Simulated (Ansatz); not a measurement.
# C₂H₆ClGeO radical: small, medium and large basis sets

An exercise on one series of results from a longer session: the logs are not shown, and one member is left open.

Method: one geometry, several basis sets; program: Ansatz 0.2.0, Gaussian basis.

Levels to be run: PBE0-D4/def2-SVP; ωB97M-V/def2-SVP; PBE0-D4/def2-QZVPP; ωB97M-V/def2-QZVPP; the functionals' def2-TZVPP values are taken from earlier runs.

## Structure used throughout

The geometry comes from an earlier relaxation with PBE0-D4 in a triple-zeta def2 set; it is a stationary point, not always the lowest conformer.

SMILES `C[O][Ge]([CH3])[Cl]`, 11 atoms, charge 0, spin multiplicity 2.

Atoms are counted from 1 here; the program's logs count them from 0.

Bond lengths: C1–O2 1.410 Å, C1–H6 1.096 Å, C1–H7 1.095 Å, C1–H8 1.092 Å, O2–Ge3 1.776 Å, Ge3–C4 1.959 Å, Ge3–Cl5 2.186 Å, C4–H9 1.091 Å, C4–H10 1.089 Å, C4–H11 1.090 Å. Angles: O2–C1–H6 111.5°, O2–C1–H7 111.9°, O2–C1–H8 107.6°, H6–C1–H7 108.7°, H6–C1–H8 108.3°, H7–C1–H8 108.7°, C1–O2–Ge3 122.8°, O2–Ge3–C4 104.2°, O2–Ge3–Cl5 106.8°, C4–Ge3–Cl5 108.6°, Ge3–C4–H9 107.3°, Ge3–C4–H10 109.8°, Ge3–C4–H11 109.2°, H9–C4–H10 110.2°, H9–C4–H11 110.1°, H10–C4–H11 110.2°.

The first run:

The input, in.yaml:

```yaml
crystal:
  periodic: [false, false, false]
  atoms:
    - {symbol: C, position_ang: [-1.377131, 1.620065, -0.011912]}
    - {symbol: O, position_ang: [-0.897968, 0.305234, -0.182099]}
    - {symbol: Ge, position_ang: [0.800565, -0.059353, -0.549723]}
    - {symbol: C, position_ang: [0.987449, -1.961879, -0.121003]}
    - {symbol: Cl, position_ang: [2.012051, 1.094123, 0.857514]}
    - {symbol: H, position_ang: [-1.432218, 2.154523, -0.966797]}
    - {symbol: H, position_ang: [-0.752104, 2.196599, 0.678056]}
    - {symbol: H, position_ang: [-2.385413, 1.553197, 0.402821]}
    - {symbol: H, position_ang: [0.698080, -2.088481, 0.923519]}
    - {symbol: H, position_ang: [2.020645, -2.273196, -0.265466]}
    - {symbol: H, position_ang: [0.326035, -2.540841, -0.764900]}
basis:
  gaussian: {orbitals: def2-SVP}
magnetization: {spin_polarized: true, initial_magnetization: 1}
hamiltonian: {xc: pbe0, dispersion: d4}
output: {orbitals: {seedname: orbitals}}
```

Among the steps run: PBE0-D4 in def2-SVP; ωB97M-V in def2-SVP; PBE0-D4 in def2-QZVPP; ωB97M-V in def2-QZVPP.

One of the session's tables, all rows but one given; the rest of the session is left out.

It belongs to the step «Density functionals: the series». 

```
functional       basis  HOMO (eV)  LUMO (eV)
   PBE0-D4    def2-SVP      -6.13      -2.97
   PBE0-D4  def2-TZVPP      -6.25      -3.06
   PBE0-D4  def2-QZVPP      -6.29      -3.12
   ωB97M-V    def2-SVP      -8.13      -1.13
   ωB97M-V  def2-TZVPP          ?          ?
   ωB97M-V  def2-QZVPP      -8.31      -1.40
```

**Question.** Estimate the row for ωB97M-V, def2-TZVPP.

The run gave: HOMO (eV): -8.26; LUMO (eV): -1.28. In the column «HOMO (eV)» it lies between ωB97M-V, def2-QZVPP (-8.31) and ωB97M-V, def2-SVP (-8.13).
